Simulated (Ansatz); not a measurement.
# C₂H₃FSSi: up Jacob's ladder to CCSD(T)

How much do the methods differ for C₂H₃FSSi? The plan is to run it at one geometry with functionals of several rungs and with coupled cluster. The yardstick is the atomisation energy at the CCSD(T) limit.

Computed with Ansatz 0.2.0, Gaussian basis. Level: functionals in def2-TZVPP, the program's frozen cores in correlated methods.

Plan: LDA (SPW92), PBE-D4, revPBE-D4, BLYP-D4, r2SCAN-D4, B97M-V, PBE0-D4, B3LYP-D4, r2SCANh-D4, r2SCAN0-D4, HSE06-D4, BHLYP-D4, CAM-B3LYP-D4, LC-ωPBE, ωB97X-V, ωB97M-V, B2PLYP, PBE-QIDH; CCSD(T)/def2-SVP; CCSD(T)/def2-TZVPP; MP2/def2-QZVPP; extrapolation to the limit; RPA on PBE.

## Step 1: The relaxed structure

All runs share one geometry, relaxed beforehand with PBE0-D4 in a triple-zeta def2 set.

SMILES `F[SiH]1CC1=S`, 8 atoms, charge 0, spin multiplicity 1.

Atoms are counted from 1 here; the program's logs count them from 0.

Bond lengths: F1–Si2 1.590 Å, Si2–C3 1.850 Å, Si2–C4 1.831 Å, Si2–H6 1.475 Å, C3–C4 1.507 Å, C3–H7 1.098 Å, C3–H8 1.088 Å, C4–S5 1.598 Å. Angles: F1–Si2–C3 116.1°, F1–Si2–C4 123.6°, F1–Si2–H6 109.4°, C3–Si2–C4 48.3°, C3–Si2–H6 125.7°, C4–Si2–H6 121.9°, Si2–C3–C4 65.2°, Si2–C3–H7 105.8°, Si2–C3–H8 134.5°, C4–C3–H7 110.7°, C4–C3–H8 120.2°, H7–C3–H8 111.9°, Si2–C4–C3 66.5°, Si2–C4–S5 152.2°, C3–C4–S5 135.3°.

As a file:

| atom | x (Å) | y (Å) | z (Å) |
| --- | --- | --- | --- |
| F1 | -1.58187 | 0.28824 | 1.66540 |
| Si2 | -0.36364 | 0.66624 | 0.71532 |
| C3 | 0.55711 | -0.75460 | -0.03112 |
| C4 | -0.21165 | 0.08877 | -1.01595 |
| S5 | -0.13755 | 0.34790 | -2.59076 |
| H6 | 0.23345 | 1.93620 | 1.16806 |
| H7 | -0.01205 | -1.65432 | 0.23694 |
| H8 | 1.60821 | -0.97552 | -0.20378 |

## Step 2: LDA

This LDA is Slater exchange with PW92 correlation.

in.yaml

```yaml
crystal:
  periodic: [false, false, false]
  atoms:
    - {symbol: F, position_ang: [-1.581868, 0.288240, 1.665404]}
    - {symbol: Si, position_ang: [-0.363640, 0.666235, 0.715320]}
    - {symbol: C, position_ang: [0.557110, -0.754602, -0.031121]}
    - {symbol: C, position_ang: [-0.211650, 0.088772, -1.015954]}
    - {symbol: S, position_ang: [-0.137552, 0.347902, -2.590763]}
    - {symbol: H, position_ang: [0.233447, 1.936195, 1.168064]}
    - {symbol: H, position_ang: [-0.012050, -1.654318, 0.236936]}
    - {symbol: H, position_ang: [1.608205, -0.975524, -0.203784]}
basis:
  gaussian: {orbitals: def2-TZVPP}
hamiltonian: {xc: lda}
output: {orbitals: {seedname: orbitals}}
```

Run with:

```console
$ ansatz run in.yaml --threads 2 --pin off --events-out ev --progress --plain --max-ram 4352MiB
```

The runs that follow: PBE-D4 (GGA); revPBE-D4 (GGA); BLYP-D4 (GGA); r2SCAN-D4 (meta-GGA); B97M-V (meta-GGA); PBE0-D4 (hybrid); B3LYP-D4 (hybrid); r2SCANh-D4 (hybrid); r2SCAN0-D4 (hybrid); HSE06-D4 (hybrid); BHLYP-D4 (hybrid); CAM-B3LYP-D4 (range-separated); LC-ωPBE (range-separated); ωB97X-V (range-separated); ωB97M-V (range-separated); B2PLYP (double hybrid); PBE-QIDH (double hybrid); CCSD(T) in def2-SVP; CCSD(T) in def2-TZVPP; MP2 in def2-QZVPP; RPA on PBE orbitals.

Q: Predict the results of all the runs planned. Wanted: atomisation energy, CCSD(T)/CBS; farthest beyond LDA; mean size of error, GGA; mean size of error, meta-GGA; mean size of error, hybrid; mean size of error, range-separated; mean size of error, double hybrid; gap, smallest and largest; T1 diagnostic.

The runs gave:

| quantity | value |
| --- | --- |
| atomisation energy, CCSD(T)/CBS | 727.6 kcal/mol |
| functionals within 3.6 kcal/mol (0.5 %) | revPBE-D4, BLYP-D4, B3LYP-D4, r2SCANh-D4, CAM-B3LYP-D4, ωB97X-V, ωB97M-V, PBE-QIDH |
| farthest beyond LDA | BHLYP-D4 (-31.1 kcal/mol) |
| mean size of error, GGA | 9.9 kcal/mol |
| mean size of error, meta-GGA | 7.4 kcal/mol |
| mean size of error, hybrid | 9.2 kcal/mol |
| mean size of error, range-separated | 2.9 kcal/mol |
| mean size of error, double hybrid | 5.7 kcal/mol |
| gap, smallest and largest | 1.29 eV (LDA (SPW92)), 8.19 eV (LC-ωPBE) |
| T1 diagnostic | 0.0156 |
| triples share of the correlation energy | 4.4 % |

In words: The LDA atomisation energy is off by 123.7 kcal/mol (17 %): it overbinds. PBE-D4 is off by +24.8 kcal/mol. Double hybrids carry the basis error of their MP2 part in triple zeta, and no dispersion term here, so their miss is partly the set-up's. Taken by rung, range-separated functionals do best (2.9 kcal/mol on average) and GGA ones worst beyond LDA (9.9 kcal/mol). Misses under about 3.6 kcal/mol are within the doubt on the reference itself, which lacks core-valence correlation, relativity and higher excitations. Hartree-Fock recovers 70 % of the binding; the rest is correlation. CCSD(T) in def2-SVP is off by -52.7 kcal/mol, more than most functionals: a good method in a small basis is no reference. Orbital gaps span 1.3 to 8.2 eV; exact exchange widens them. The restricted reference is unstable towards a spin-broken one.
